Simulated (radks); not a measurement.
**La⁴⁴⁺ in [Ne] 3s2 3p1: an all-electron calculation**

One table from this session's results is given with a row withheld; the runs are named, their logs left out.

Program: radks (a radial shooting solver on a logarithmic mesh, Libxc functionals) version 1. Level of theory: Dirac Kohn-Sham, PBE, spin-unpolarised, spherical densities, finite nucleus; open shells are shared between the two j in proportion to 2j + 1. These are calculated values, not measurements, unless marked.

**Starting point**

| Property | Result |
| --- | --- |
| element | lanthanum (Z = 57) |
| charge | +44 |
| electrons | 13 |
| configuration | [Ne] 3s2 3p1 |
| nuclear rms radius | 4.855 fm |

Outer shells as boxes (Hund's rule):

La⁴⁴⁺
```
[Ne] core
3s [↑↓]
3p [↑ ][  ][  ]
```

Set-up of the first run:

Settings of this run:

```text
Z 57
configuration [Ne] 3s2 3p1
relativity Dirac
functional pbe,pbe
spin unpolarised
j_filling average
nucleus finite rms 4.855 fm
c 137.035999084
```

One table of the session follows, with a row left open; its other results are not shown here.

It belongs to the step «Orbitals and density». Radial moments (bohr):

```
level      <r>  outermost maximum (interpolated)  90 % within  nodes
1s1/2        ?                                 ?            ?      ?
2s1/2   0.1053                            0.0904        0.163      1
2p1/2  0.08836                            0.0689        0.145      0
2p3/2  0.09418                            0.0739        0.152      0
3s1/2   0.2546                             0.242        0.370      2
3p1/2   0.2409                             0.227        0.357      1
3p3/2   0.2495                             0.236        0.369      1
```

**Question.** Estimate the row for 1s1/2.

**Answer.** <r>: 0.02505; outermost maximum (interpolated): 0.0161; 90 % within: 0.0451; nodes: 0. In the column «<r>» it is the lowest.

Caveats from the session: Spin polarisation and multiplet splitting are left out.
